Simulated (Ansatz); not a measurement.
# AlGaH6NO2P: a ladder of functionals and wavefunction methods

Aim: compute AlGaH6NO2P with functionals from several rungs and with coupled cluster, and see how far each lands from CCSD(T) at the basis-set limit for the atomisation energy.

Program: Ansatz 0.2.0, Gaussian basis. Level of theory: functionals in def2-TZVPP, the program's frozen cores in correlated methods. These are calculated values, not measurements.

The runs, in order: LDA (SPW92), PBE-D4, revPBE-D4, BLYP-D4, r2SCAN-D4, B97M-V, PBE0-D4, B3LYP-D4, r2SCANh-D4, r2SCAN0-D4, HSE06-D4, BHLYP-D4, CAM-B3LYP-D4, LC-ωPBE, ωB97X-V, ωB97M-V, B2PLYP, PBE-QIDH; CCSD(T)/def2-SVP; CCSD(T)/def2-TZVPP; MP2/def2-QZVPP; extrapolation to the limit; RPA on PBE.

## 1. Structure used throughout

The geometry comes from an earlier relaxation with PBE0-D4 in a triple-zeta def2 set; it is a stationary point, not always the lowest conformer.

SMILES `N[PH][Ga]([OH])[O][AlH2]`, 12 atoms, charge 0, spin multiplicity 1.

Atoms are counted from 1 here; the program's logs count them from 0.

Bond lengths: N1–P2 1.706 Å, N1–H7 1.007 Å, N1–H8 1.009 Å, P2–Ga3 2.314 Å, P2–H9 1.423 Å, Ga3–O4 1.785 Å, Ga3–O5 1.789 Å, O4–H10 0.961 Å, O5–Al6 1.680 Å, Al6–H11 1.593 Å, Al6–H12 1.580 Å. Angles: P2–N1–H7 113.8°, P2–N1–H8 121.9°, H7–N1–H8 111.6°, N1–P2–Ga3 103.9°, N1–P2–H9 100.8°, Ga3–P2–H9 93.1°, P2–Ga3–O4 124.9°, P2–Ga3–O5 120.9°, O4–Ga3–O5 114.2°, Ga3–O4–H10 112.2°, Ga3–O5–Al6 143.7°, O5–Al6–H11 117.9°, O5–Al6–H12 120.0°, H11–Al6–H12 122.1°.

## 2. LDA

This LDA is Slater exchange with PW92 correlation.

File in.yaml:

```yaml
crystal:
  periodic: [false, false, false]
  atoms:
    - {symbol: N, position_ang: [0.104165, -1.795287, 1.297416]}
    - {symbol: P, position_ang: [1.623797, -1.072437, 1.017753]}
    - {symbol: Ga, position_ang: [1.130190, 0.763132, -0.302476]}
    - {symbol: O, position_ang: [2.249999, 2.112692, -0.633336]}
    - {symbol: O, position_ang: [-0.439542, 0.888180, -1.152207]}
    - {symbol: Al, position_ang: [-2.037751, 0.371596, -1.125005]}
    - {symbol: H, position_ang: [0.019321, -2.722769, 0.914923]}
    - {symbol: H, position_ang: [-0.757205, -1.277043, 1.210689]}
    - {symbol: H, position_ang: [1.766893, -0.285954, 2.194700]}
    - {symbol: H, position_ang: [1.872151, 2.758231, -1.236243]}
    - {symbol: H, position_ang: [-2.548297, -0.403525, 0.169987]}
    - {symbol: H, position_ang: [-2.983720, 0.663195, -2.356213]}
basis:
  gaussian: {orbitals: def2-TZVPP}
hamiltonian: {xc: lda}
output: {orbitals: {seedname: orbitals}}
```

On the command line:

```console
$ ansatz run in.yaml --threads 2 --pin off --events-out ev --progress --plain --max-ram 32768MiB --backend cuda --devices 0, --max-vram 18GiB
```

The runs that follow: PBE-D4 (GGA); revPBE-D4 (GGA); BLYP-D4 (GGA); r2SCAN-D4 (meta-GGA); B97M-V (meta-GGA); PBE0-D4 (hybrid); B3LYP-D4 (hybrid); r2SCANh-D4 (hybrid); r2SCAN0-D4 (hybrid); HSE06-D4 (hybrid); BHLYP-D4 (hybrid); CAM-B3LYP-D4 (range-separated); LC-ωPBE (range-separated); ωB97X-V (range-separated); ωB97M-V (range-separated); B2PLYP (double hybrid); PBE-QIDH (double hybrid); CCSD(T) in def2-SVP; CCSD(T) in def2-TZVPP; MP2 in def2-QZVPP; RPA on PBE orbitals.

**Question.** What will the summary of the whole plan be? Wanted: atomisation energy, CCSD(T)/CBS; farthest beyond LDA; mean size of error, GGA; mean size of error, meta-GGA; mean size of error, hybrid; mean size of error, range-separated; mean size of error, double hybrid; gap, smallest and largest; T1 diagnostic.

The runs gave:

```
                               quantity                                                                         value
        atomisation energy, CCSD(T)/CBS                                                                922.4 kcal/mol
functionals within 9.2 kcal/mol (1.0 %)  PBE-D4, BLYP-D4, r2SCAN-D4, B97M-V, B3LYP-D4, CAM-B3LYP-D4, ωB97X-V, ωB97M-V
                    farthest beyond LDA                                                     BHLYP-D4 (-40.4 kcal/mol)
                mean size of error, GGA                                                                 10.0 kcal/mol
           mean size of error, meta-GGA                                                                  3.5 kcal/mol
             mean size of error, hybrid                                                                 20.3 kcal/mol
    mean size of error, range-separated                                                                  4.3 kcal/mol
      mean size of error, double hybrid                                                                 18.9 kcal/mol
              gap, smallest and largest                                     3.94 eV (LDA (SPW92)), 10.46 eV (LC-ωPBE)
                          T1 diagnostic                                                                        0.0147
triples share of the correlation energy                                                                         3.9 %
```

LDA overbinds by 138.7 kcal/mol (15 %). PBE-D4 is off by +6.7 kcal/mol. Double hybrids carry the basis error of their MP2 part in triple zeta, and no dispersion term here, so their miss is partly the set-up's. The rungs meta-GGA, range-separated miss on average by less than the doubt on the reference (9.2 kcal/mol), so they tie. Misses under about 9.2 kcal/mol are within the doubt on the reference itself, which lacks core-valence correlation, relativity and higher excitations, and its outer-core shells are covered unevenly. Hartree-Fock recovers 66 % of the binding; the rest is correlation. CCSD(T) in def2-SVP is off by -83.3 kcal/mol, more than most functionals: a good method in a small basis is no reference. The gap grows from 3.9 to 10.5 eV across the functionals, mostly with the share of exact exchange. Correlated methods include outer-core shells of Ga, which these sets cover unevenly.
